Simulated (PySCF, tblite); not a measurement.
# C6H8BClF2: geometry, infrared bands and NMR shifts

Wanted: the infrared bands and NMR shifts of C6H8BClF2 (`C[C@@H](/C=C\C=C/Cl)B(F)F`), by calculation.

Programs: tblite 0.8.0 and PySCF 2.14.0, with density-fitted response routines of our own. Each step states its level of theory. These are calculated values for one molecule in the gas phase, unless marked as measured. Atoms count from 0, in the outputs and in this text.

### Step 1. Starting geometry

18 atoms, charge 0, multiplicity 1; geometry from: force field or distance geometry start.

Bonds of the start (Å): C0–C1 1.52, C1–C2 1.50, C2–C3 1.34, C3–C4 1.49, C4–C5 1.33, C5–Cl6 1.76, C1–B7 1.61, B7–F8 1.45, B7–F9 1.45, C0–H10 1.12, C0–H11 1.12, C0–H12 1.10, C1–H13 1.12, C2–H14 1.10, C3–H15 1.07, C4–H16 1.07, C5–H17 1.09.

### Step 2. Optimising the geometry with GFN2-xTB

What the job is given:

```
{"job": {"kind": "relax", "xc": "GFN2-xTB", "basis": "xTB"}, "charge": 0, "multiplicity": 1}
C     -2.128300    -1.245400    -0.810700
C     -0.905500    -0.700400    -0.091600
C     -0.365900     0.528200    -0.770800
C      0.856100     1.044800    -0.615700
C      1.877700     0.449700     0.297700
C      3.099000     0.964200     0.429200
Cl     3.666300     2.397100    -0.430900
B     -1.264000    -0.366600     1.444000
F     -0.612200    -1.085100     2.515800
F     -2.259200     0.640600     1.749100
H     -2.960600    -0.493600    -0.816400
H     -2.505400    -2.174200    -0.317500
H     -1.883200    -1.489500    -1.851500
H     -0.127200    -1.506900    -0.109900
H     -1.038400     1.061400    -1.457300
H      1.098700     1.930200    -1.157900
H      1.645400    -0.426800     0.874200
H      3.797700     0.478700     1.108500
```

On the command line:

```sh
OMP_NUM_THREADS=1 python probes_run.py task.json out
```

One launch serves the whole session: the jobs run in the order shown.

**Question.** This job is followed by: GFN2-xTB harmonic vibrations, gas phase; GIAO PBE0/pcSseg-1 NMR shielding, non-relativistic, gas phase. What will the session give for the following? strongest single infrared mode (GFN2-xTB); zero-point energy (GFN2-xTB); 13C shifts against TMS (PBE0/pcSseg-1); 1H shifts against TMS (PBE0/pcSseg-1, means over atoms taken as alike); 35Cl shifts against HCl (PBE0/pcSseg-1); 11B shifts against BF3·OEt2 (PBE0/pcSseg-1); 19F shifts against CFCl3 (PBE0/pcSseg-1, means over atoms taken as alike).

The runs gave:

| quantity | value |
| --- | --- |
| strongest single infrared mode (GFN2-xTB) | 1286 cm⁻¹, 286 km/mol |
| zero-point energy (GFN2-xTB) | 81.1 kcal/mol |
| 13C shifts against TMS (PBE0/pcSseg-1) | 140.4, 135.0, 132.5, 132.3, 25.3, 16.3 ppm |
| 1H shifts against TMS (PBE0/pcSseg-1, means over atoms taken as alike) | 7.01, 6.84, 6.27, 5.56, 2.43, 1.28 ppm |
| 35Cl shifts against HCl (PBE0/pcSseg-1) | 190 ppm |
| 11B shifts against BF3·OEt2 (PBE0/pcSseg-1) | 24.6 ppm |
| 19F shifts against CFCl3 (PBE0/pcSseg-1, means over atoms taken as alike) | -80.1 ppm |

**Reading.** Over 106 steps the energy fell by 0.813 eV; of the close pairs, B7–F9 changed most, 1.448 to 1.316 Å. All 48 modes are real, so the xTB geometry is a minimum. The strongest single mode, at 1286 cm⁻¹, moves mainly B7. Unscaled tight-binding wavenumbers are off by several per cent, some by more. Its intensities can rank the bands wrongly. At PBE0/pcSseg-1: The widest tensor belongs to Cl6: span 400 ppm, with a paramagnetic part of -386 ppm.
